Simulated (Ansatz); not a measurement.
# BH6SbSi: how energies converge with the basis set

The task here is to estimate one member of a computed series from the others.

Method: one geometry, several basis sets; program: Ansatz 0.2.0, Gaussian basis.

The runs, in order: PBE0-D4/def2-SVP; ωB97M-V/def2-SVP; PBE0-D4/def2-QZVPP; ωB97M-V/def2-QZVPP; the functionals' def2-TZVPP values are taken from earlier runs.

## Structure used throughout

The geometry comes from an earlier relaxation with PBE0-D4 in a triple-zeta def2 set; it is a stationary point, not always the lowest conformer. Sb takes the def2 core potential; no spin-orbit term is included.

SMILES `[BH2][SbH][SiH3]`, 9 atoms, charge 0, spin multiplicity 1.

Atoms are counted from 1 here; the program's logs count them from 0.

Bond lengths: B1–Sb2 2.199 Å, B1–H4 1.195 Å, B1–H5 1.193 Å, Sb2–Si3 2.564 Å, Sb2–H6 1.705 Å, Si3–H7 1.486 Å, Si3–H8 1.486 Å, Si3–H9 1.486 Å. Angles: Sb2–B1–H4 118.2°, Sb2–B1–H5 121.6°, H4–B1–H5 120.0°, B1–Sb2–Si3 89.7°, B1–Sb2–H6 96.6°, Si3–Sb2–H6 95.6°, Sb2–Si3–H7 108.9°, Sb2–Si3–H8 107.0°, Sb2–Si3–H9 113.7°, H7–Si3–H8 109.5°, H7–Si3–H9 108.7°, H8–Si3–H9 109.1°.

The first run:

File in.yaml:

```yaml
crystal:
  periodic: [false, false, false]
  atoms:
    - {symbol: B, position_ang: [-1.255835, 1.028378, -0.920247]}
    - {symbol: Sb, position_ang: [0.938105, 0.897076, -0.849138]}
    - {symbol: Si, position_ang: [0.752223, -1.198742, 0.616092]}
    - {symbol: H, position_ang: [-1.861892, 0.113749, -1.392548]}
    - {symbol: H, position_ang: [-1.835740, 2.007511, -0.563607]}
    - {symbol: H, position_ang: [1.156982, 1.986095, 0.444221]}
    - {symbol: H, position_ang: [2.082050, -1.488085, 1.212424]}
    - {symbol: H, position_ang: [0.355774, -2.318230, -0.276327]}
    - {symbol: H, position_ang: [-0.243168, -1.073952, 1.711929]}
basis:
  gaussian: {orbitals: def2-SVP}
hamiltonian: {xc: pbe0, dispersion: d4}
output: {orbitals: {seedname: orbitals}}
```

Started as:

```
$ ansatz run in.yaml --threads 2 --pin off --events-out ev --progress --plain --max-ram 4352MiB
```

Among the steps run: PBE0-D4 in def2-SVP; ωB97M-V in def2-SVP; PBE0-D4 in def2-QZVPP; ωB97M-V in def2-QZVPP.

One table of the session follows, with a row left open; its other results are not shown here.

It belongs to the step «Functionals by basis». 

| functional | basis | HOMO (eV) | LUMO (eV) |
| --- | --- | --- | --- |
| PBE0-D4 | def2-SVP | -7.08 | -2.14 |
| PBE0-D4 | def2-TZVPP | -7.11 | -2.20 |
| PBE0-D4 | def2-QZVPP | -7.12 | -2.22 |
| ωB97M-V | def2-SVP | ? | ? |
| ωB97M-V | def2-TZVPP | -9.11 | -0.33 |
| ωB97M-V | def2-QZVPP | -9.11 | -0.38 |

**Question.** Estimate the row for ωB97M-V, def2-SVP.

**Answer.** HOMO (eV): -9.04; LUMO (eV): -0.17. In the column «HOMO (eV)» it lies between ωB97M-V, def2-QZVPP (-9.11) and PBE0-D4, def2-QZVPP (-7.12).
